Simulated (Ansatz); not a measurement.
Predict the output of the script below (Ansatz 0.2.0 through its Python package).

`torsion_ch2bno2.py`
```python
"""Rigid torsion scan of CH2BNO2."""

from dataclasses import dataclass

import ansatz
from ase import Atoms


@dataclass(frozen=True)
class Options:
    basis_set: str = "6-31G*"
    functional: str = "hf"
    force_tol: float = 0.02


settings = Options()


def main() -> None:
    atoms = Atoms(["N", "C", "B", "O", "O", "H", "H"], positions=[
        [2.5288, -0.1707, -0.3563],
        [1.4083, -0.0921, -0.0784],
        [-0.0781, 0.0121, 0.2901],
        [-0.8617, -1.1999, 0.5134],
        [-0.7001, 1.3236, 0.4515],
        [-1.2436, -1.4196, -0.3738],
        [-1.0536, 1.5466, -0.4465],
    ])

    # relax first, so that the scan starts from a minimum
    first = (
        ansatz.Crystal.molecule_from_ase(atoms).calculation()
        .basis(gaussian=settings.basis_set)
        .functional(settings.functional)
        .relax(force_tolerance=settings.force_tol, max_steps=80)  # relax until the tolerances are met
    )
    atoms.positions = first.run(threads=1).report["positions_ang"]

    start = atoms.get_dihedral(1, 2, 3, 5)
    energies = {}
    for turn in range(0, 360, 40):
        turned = atoms.copy()
        turned.set_dihedral(1, 2, 3, 5, start + turn, indices=[3, 5])
        setup = (
            ansatz.Crystal.molecule_from_ase(turned).calculation()
            .basis(gaussian=settings.basis_set)  # the orbital basis, by name
            .functional(settings.functional)
        )
        energies[round((start + turn) % 360)] = setup.run(threads=1).report["free_energy_ev"]
    floor = min(energies.values())
    print("dihedral C1-B2-O3-H5 (deg)   E - E(min) (kcal/mol)")
    for angle, e in sorted(energies.items()):
        print(f"{angle:8d} {23.060548 * (e - floor):14.3f}  " + "#" * int(30 * (e - floor) / max(max(energies.values()) - floor, 1e-9)))


if __name__ == "__main__":
    main()
```

```console
$ python torsion_ch2bno2.py
dihedral C1-B2-O3-H5 (deg)   E - E(min) (kcal/mol)
      20          0.005
      60          5.793  ###################
     100          8.692  ##############################
     140          4.743  ################
     180          1.700  #####
     220          4.746  ################
     260          8.692  #############################
     300          5.785  ###################
     340          0.000
```

The scan is rigid and the energies are electronic, in a modest basis. With rigid groups the curve can differ much from the relaxed path, the start wasn't checked as a minimum of this torsion, and equivalent turns needn't return to the same energy. Finished in 28 s on 1 thread of Arm Neoverse V1, on a shared host, peak memory 0.2 GiB.

(A comment or docstring line of the script was reworded after the run, the code is as it ran; lines on the test bed's own set-up are left out of the output.)
